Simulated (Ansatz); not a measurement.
# Pb: response to strain

Aim: deform Pb (zz strain of -2 %) and compute stress, forces and field gradients with LAPW, PAW and all-electron datasets made for the crystal.

Method: DFT PBEsol, scalar-relativistic, in Ansatz 0.2.0.

## 1. The structure to begin with

The structure is hexagonal, space group P6_3/mmc (No. 194). Conventional cell: a = 3.480 Å, b = 3.480 Å, c = 5.590 Å, α = 90.00°, β = 90.00°, γ = 120.00°. Pb (site symmetry -6m2) is surrounded by 12 Pb at 3.44 to 3.48 Å.

As a file:

```
Pb
1.0
     3.48000    0.00000    0.00000
    -1.74000    3.01377    0.00000
     0.00000    0.00000    5.59000
Pb
2
Direct
  0.33333 0.66667 0.25000
  0.66667 0.33333 0.75000
```

Atoms are numbered in the order of the input: Pb1, Pb2.

## 2. After the deformation

Space group P6_3/mmc before, P6_3/mmc after.

## 3. LAPW, all electrons

Contents of input.yaml:

```yaml
crystal:
  lattice:
    - [3.4800006906, 0.0, 0.0]
    - [-1.7400003453, 3.0137690032, 0.0]
    - [0.0, 0.0, 5.4782]
  atoms:
    - { symbol: Pb, position: [0.3333333333, 0.6666666667, 0.25] }
    - { symbol: Pb, position: [0.6666666667, 0.3333333333, 0.75] }
kpoints:
  mp_grid: { grid: [12, 12, 7] }
  band_path:
    path:
      - [0.0, 0.0, 0.0]
      - [0.5, 0.0, 0.0]
      - [0.3333333333, 0.3333333333, 0.0]
      - [0.0, 0.0, 0.0]
      - [0.0, 0.0, 0.5]
      - [0.5, 0.0, 0.5]
      - [0.3333333333, 0.3333333333, 0.5]
      - [0.0, 0.0, 0.5]
      - [0.5, 0.0, 0.5]
    npoints: 5
scf:
  occupations: { method: fermi_dirac, width: 0.05 }
hamiltonian:
  xc: pbesol
  pseudopotentials: { kind: all_electron, lapw: { basis_error: 0.0005 } }
output:
  forces: true
  stress: true
  eigenvalues: true
```

Command:

```console
$ ansatz run input.yaml --threads 1 --pin off --max-ram 3072MiB --backend cpu --events-out ev --progress --plain --runs-dir out
```

## 4. Frozen-core PAW

Contents of input.yaml:

```yaml
crystal:
  lattice:
    - [3.4800006906, 0.0, 0.0]
    - [-1.7400003453, 3.0137690032, 0.0]
    - [0.0, 0.0, 5.4782]
  atoms:
    - { symbol: Pb, position: [0.3333333333, 0.6666666667, 0.25] }
    - { symbol: Pb, position: [0.6666666667, 0.3333333333, 0.75] }
kpoints:
  mp_grid: { grid: [12, 12, 7] }
scf:
  occupations: { method: fermi_dirac, width: 0.05 }
hamiltonian:
  xc: pbesol
  pseudopotentials: { kind: paw }
output:
  forces: true
  stress: true
  eigenvalues: true
  efg: { contact_densities: true }
```

## 5. All-electron PAW on datasets made for the crystal

input.yaml, as its differences from that of step 4:

```diff
@@ -14,3 +14,3 @@
   xc: pbesol
-  pseudopotentials: { kind: paw }
+  pseudopotentials: { kind: all_electron, datasets: crystal }
 output:
```

(Steps that only read results are left out.)

**Question.** What will these runs give? Wanted: pressure; largest shear or deviatoric stress.

**Answer**, as computed:

| quantity | value |
| --- | --- |
| pressure | LAPW 1.89, PAW 1.88, crystal datasets 1.89 GPa |
| largest shear or deviatoric stress (LAPW) | 0.46 GPa |

**Reading.** The largest part of the stress beyond the pressure is 0.46 GPa in size, in the zz component; the atoms are carried along and not relaxed. No run of the undeformed cell stands beside it, so the pressure holds what the given cell had before the change. PAW: stress within 0.01 GPa of LAPW. Crystal datasets: stress within 0.01 GPa of LAPW. Spin-orbit coupling is left out, though the cell holds Pb; in elements this heavy it can shift bands and gaps by tenths of an eV.
